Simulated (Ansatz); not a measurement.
# Cl2H5NSi2: small, medium and large basis sets

One table from this session's results is given with a row withheld; the runs are named, their logs left out.

The runs use Ansatz 0.2.0, Gaussian basis; one geometry, several basis sets.

Levels to be run: PBE0-D4/def2-SVP; ωB97M-V/def2-SVP; PBE0-D4/def2-QZVPP; ωB97M-V/def2-QZVPP; the functionals' def2-TZVPP values are taken from earlier runs.

### The relaxed structure

All runs share one geometry, relaxed beforehand with PBE0-D4 in a triple-zeta def2 set.

10 atoms, charge 0, spin multiplicity 1.

Atoms are counted from 1 here; the program's logs count them from 0.

Bond lengths: N1–Si2 1.698 Å, N1–H6 1.008 Å, N1–H7 1.008 Å, Si2–Si3 2.331 Å, Si2–Cl4 2.052 Å, Si2–Cl5 2.069 Å, Si3–H8 1.485 Å, Si3–H9 1.488 Å, Si3–H10 1.484 Å. Angles: Si2–N1–H6 120.1°, Si2–N1–H7 120.1°, H6–N1–H7 111.8°, N1–Si2–Si3 112.0°, N1–Si2–Cl4 105.9°, N1–Si2–Cl5 113.9°, Si3–Si2–Cl4 111.4°, Si3–Si2–Cl5 107.0°, Cl4–Si2–Cl5 106.5°, Si2–Si3–H8 110.0°, Si2–Si3–H9 108.7°, Si2–Si3–H10 109.3°, H8–Si3–H9 109.3°, H8–Si3–H10 110.0°, H9–Si3–H10 109.4°.

Set-up of the first run:

in.yaml

```yaml
crystal:
  periodic: [false, false, false]
  atoms:
    - {symbol: N, position_ang: [-1.245469, 1.254507, 0.307806]}
    - {symbol: Si, position_ang: [-0.276170, 0.257267, -0.666867]}
    - {symbol: Si, position_ang: [1.058540, -1.173433, 0.600969]}
    - {symbol: Cl, position_ang: [-1.572904, -0.791956, -1.862841]}
    - {symbol: Cl, position_ang: [0.985046, 1.295503, -1.936888]}
    - {symbol: H, position_ang: [-0.823009, 1.835848, 1.014643]}
    - {symbol: H, position_ang: [-2.080937, 1.673316, -0.070656]}
    - {symbol: H, position_ang: [0.204812, -2.108057, 1.378148]}
    - {symbol: H, position_ang: [1.875965, -0.358002, 1.539850]}
    - {symbol: H, position_ang: [1.957124, -1.936190, -0.301362]}
basis:
  gaussian: {orbitals: def2-SVP}
hamiltonian: {xc: pbe0, dispersion: d4}
output: {orbitals: {seedname: orbitals}}
```

On the command line:

```console
$ ansatz run in.yaml --threads 4 --pin off --events-out ev --progress --plain --max-ram 10444MiB
```

Steps of the session up to this table: PBE0-D4 in def2-SVP; ωB97M-V in def2-SVP; PBE0-D4 in def2-QZVPP; ωB97M-V in def2-QZVPP.

One of the session's tables, all rows but one given; the rest of the session is left out.

It belongs to the step «Density functionals: the series». 

| functional | basis | HOMO (eV) | LUMO (eV) |
| --- | --- | --- | --- |
| PBE0-D4 | def2-SVP | -7.87 | 0.00 |
| PBE0-D4 | def2-TZVPP | -8.02 | -0.30 |
| PBE0-D4 | def2-QZVPP | -8.06 | -0.39 |
| ωB97M-V | def2-SVP | ? | ? |
| ωB97M-V | def2-TZVPP | -10.16 | 1.50 |
| ωB97M-V | def2-QZVPP | -10.20 | 1.26 |

Q: Estimate the row for ωB97M-V, def2-SVP from the others.

The run gave: HOMO (eV): -9.99; LUMO (eV): 1.93. In the column «HOMO (eV)» it lies between ωB97M-V, def2-TZVPP (-10.16) and PBE0-D4, def2-QZVPP (-8.06).
